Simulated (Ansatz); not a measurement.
Runs of Ansatz 0.2.0 on RhN. It takes space group P-6m2 (No. 187, hexagonal). The conventional cell has a = 2.963 Å, b = 2.963 Å, c = 2.892 Å, α = 90.00°, β = 90.00°, γ = 120.00°. Rh (site symmetry -6m2) has 6 N at 2.24 Å as nearest neighbours. Around N (site symmetry -6m2) lie 6 Rh at 2.24 Å. The cell comes from a database or a generator and needn't be the stable form of this composition.

```tsv
level	spin	U	fixed moment (μB)	gap on the mesh (eV)	pressure (GPa)	moment (μB)
PBEsol+U	collinear, ferromagnetic start	Rh d U = 5 eV	-	none	-20.4	0.00
PBEsol+U	collinear, program default start	Rh d U = 5 eV	-	none	-20.4	0.00
PBE+U	collinear, random start	Rh d U = 2 eV	-	none	(a)	0.00
PBE+U	collinear, random start	Rh d U = 7 eV	-	none	10.1	0.37
```

Alike in all rows: task single point; potentials or basis all-electron LAPW, scalar-relativistic; cell as given; k mesh 7 × 7 × 7; cutoff (eV) 322; smearing gaussian 0.05 eV; basis error allowed 0.001 eV/atom.

Estimate the missing entries.

(a) -11.3.

Caveats: the k mesh is thin for a metal, which can move the energy by tens of meV per atom; U is the effective U less J, on atomic orbitals that reach past the spheres; the starting moments weren't kept (some runs).

A k mesh can miss the band edges, and the runs leave out spin-orbit coupling on Rh.

A gap of «none» marks a metal or a gap under the smearing width.
